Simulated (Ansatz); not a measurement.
## WC, space group Fm-3m: an equation of state with a fit, step by step

Computed with Ansatz 0.2.0, Python API.

The cells in order, each with its output:

```python
import warnings

import ansatz as az
import numpy as np
from scipy.optimize import curve_fit
```

```python
vectors0 = np.array([
    [0.0, 2.192684, 2.192684],
    [2.192684, 0.0, 2.192684],
    [2.192684, 2.192684, 0.0],
])
sites = [
    ("W", (0.0, 0.0, 0.0)),
    ("C", (0.5, 0.5, 0.5)),
]
```

```python
def make_crystal(cell):
    crystal = az.Crystal(lattice=az.Lattice.of(cell))
    for symbol, position in sites:
        crystal = crystal.atom(symbol, position)
    return crystal

def vinet(v, e0, v0, b0, b1):
    eta = (v / v0) ** (1 / 3)
    return e0 + 2 * b0 * v0 / (b1 - 1) ** 2 * (2 - (5 + 3 * b1 * (eta - 1) - 3 * eta) * np.exp(-1.5 * (b1 - 1) * (eta - 1)))

warnings.simplefilter("ignore", az.DeckWarning)
```

```python
# scale the volume, keep shape and fractions
volumes, energies = [], []
for scale in np.linspace(0.92, 1.08, 7):
    cell = vectors0 * scale ** (1 / 3)
    base = (
        make_crystal(cell).calculation()
        .basis(19 * az.Ha)
        .pseudopotentials("paw")
        .occupations("Methfessel-Paxton")
        .functional("lda")
        .kpoints(11, 11, 11)
    )
    r = base.run().report
    volumes.append(abs(np.linalg.det(cell)) / len(sites))
    energies.append(r["free_energy_ev"] / len(sites))
    print(f"V = {volumes[-1]:8.4f} A^3/atom  F = {energies[-1]:.5f} eV/atom")
```

    V =   9.6988 A^3/atom  F = -5186.19200 eV/atom
    V =   9.9799 A^3/atom  F = -5186.21153 eV/atom
    V =  10.2610 A^3/atom  F = -5186.20998 eV/atom
    V =  10.5421 A^3/atom  F = -5186.19026 eV/atom
    V =  10.8232 A^3/atom  F = -5186.15487 eV/atom
    V =  11.1044 A^3/atom  F = -5186.10597 eV/atom
    V =  11.3855 A^3/atom  F = -5186.04544 eV/atom

```python
guess = (min(energies), volumes[int(np.argmin(energies))], 0.5, 4.5)
(e0, v0, b0, b1), _ = curve_fit(vinet, np.array(volumes), np.array(energies), p0=guess, maxfev=20000)
print(f"Vinet fit: V0 = {v0:.4f} A^3/atom, B0 = {160.21766 * b0:.1f} GPa, B1 = {b1:.2f}")
print("largest residual", round(1000 * float(np.abs(vinet(np.array(volumes), e0, v0, b0, b1) - energies).max()), 3), "meV/atom")
```

    Vinet fit: V0 = 10.0967 A^3/atom, B0 = 404.8 GPa, B1 = 4.27
    largest residual 0.01 meV/atom

A third-order Birch-Murnaghan fit through the 7 points (the script's own form differs a little) has its minimum at 10.10 Å³ an atom, 4.2 % below the typed cell, with a bulk modulus of 405 GPa and dB/dP = 4.3. From that minimum the energy rises by 21.3 meV an atom on the compressed side and 167.8 meV on the expanded side. The window is off centre, so dB/dP is rough.

Reading the output:
- Total energies depend on the potentials; only differences at equal settings carry meaning.
- The mesh is modest for a metal, so energies can be off by several to tens of meV an atom and pressures by half a GPa or more; differences at equal mesh fare better.
- Spin-orbit coupling, which matters for elements this heavy, is left out.
- The structure comes from a database of computed cells and needn't be a stable or known phase.
- Wall time of the script: 10 s on 1 thread of Arm Neoverse V1, with other jobs on the host, peak memory 0.4 GiB.
